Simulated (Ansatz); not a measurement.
# YI: how the settings move a single-point run

Aim: see which settings change the result for YI, by how much, and at what cost.

Program: Ansatz 0.2.0. Level of theory: reference: DFT, LDA, PAW with Ansatz's default frozen-core files, scalar-relativistic. These are calculated values, not measurements.

## Step 1: Starting point

Symmetry: P-3m1, No. 164, trigonal system. The conventional cell has a = 3.956 Å, b = 3.956 Å, c = 11.079 Å, α = 90.00°, β = 90.00°, γ = 120.00°. Y (site symmetry 3m) is surrounded by 3 I at 3.13 Å. I (site symmetry 3m) has 3 Y at 3.13 Å as nearest neighbours.

As a file:

```xyz
4
Lattice="3.9560 0.0000 0.0000 -1.9780 3.4260 0.0000 0.0000 0.0000 11.0795" Properties=species:S:1:pos:R:3 pbc="T T T"
Y     1.9780    1.1420    6.9438
Y     0.0000    2.2840    4.1357
I     0.0000    2.2840    9.0849
I     1.9780    1.1420    1.9946
```

## Step 2: Reference

Input file input.yaml:

```yaml
crystal:
  lattice:
    - [3.9559735753, 0.0, 0.0]
    - [-1.9779867876, 3.4259736129, 0.0]
    - [0.0, 0.0, 11.079476]
  atoms:
    - { symbol: "Y", position: [0.6666666667, 0.3333333333, 0.626727], spin: 0.455 }
    - { symbol: "Y", position: [0.3333333333, 0.6666666667, 0.373273], spin: 0.455 }
    - { symbol: I, position: [0.3333333333, 0.6666666667, 0.819975] }
    - { symbol: I, position: [0.6666666667, 0.3333333333, 0.180025] }
magnetization:
  spin_polarized: true
  initial_magnetization: 0.91
  spin_locking: { lock_magnetization: hard }
kpoints:
  mp_grid: { grid: [7, 7, 3] }
scf:
  occupations: { method: fermi_dirac, width: 0.05 }
  lower_state_search: "off"
hamiltonian:
  xc: lda
  pseudopotentials: { kind: paw }
output:
  forces: true
  stress: true
  eigenvalues: true
```

Command:

```console
$ ansatz run input.yaml --threads 2 --pin off --max-ram 6144MiB --backend cpu --events-out ev --progress --plain --runs-dir out
```

## Step 3: Changed: ecutwfc 450 eV

Changes to input.yaml since step 2:

```diff
@@ -26 +26,3 @@
   eigenvalues: true
+basis:
+  ecutwfc: "450 eV"
```

Before running it: what results should come out? Wanted: for each run, ending; energy change; pressure; abs. moment; force.

**Answer**, as computed:

| run | ending | energy change | pressure (GPa) | abs. moment (μB) | force (eV/Å) | cycles | time |
| --- | --- | --- | --- | --- | --- | --- | --- |
| reference | converged | 0 | -3.1 | 0.91 | 0.37 | 13 | 9.2 s |
| 1: ecutwfc 450 eV | converged | -0.4 meV/atom | -3.1 | 0.91 | 0.37 | 13 | 10 s |

Residual by cycle in the longest SCF loop of each run; runs are numbered as in the table. The quantity is the density residual dr2, in eV.

| cycle | reference | run 1 |
| --- | --- | --- |
| 1 | 309 | 309 |
| 2 | 82.4 | 82.4 |
| 3 | 10.8 | 10.8 |
| 4 | 2.37 | 2.37 |
| 5 | 0.401 | 0.395 |
| 6 | 0.0919 | 0.0933 |
| 8 | 0.00245 | 0.00284 |
| 9 | 2.6e-4 | 2.6e-4 |
| 10 | 6.1e-5 | 6.2e-5 |
| 11 | 5.7e-6 | 5.8e-6 |
| 12 | 4.3e-7 | 4.7e-7 |
| 13 | 2.9e-8 | 4.0e-8 |

What this shows: Changing the cutoff leaves the energy as it was (-0.4 meV/atom).
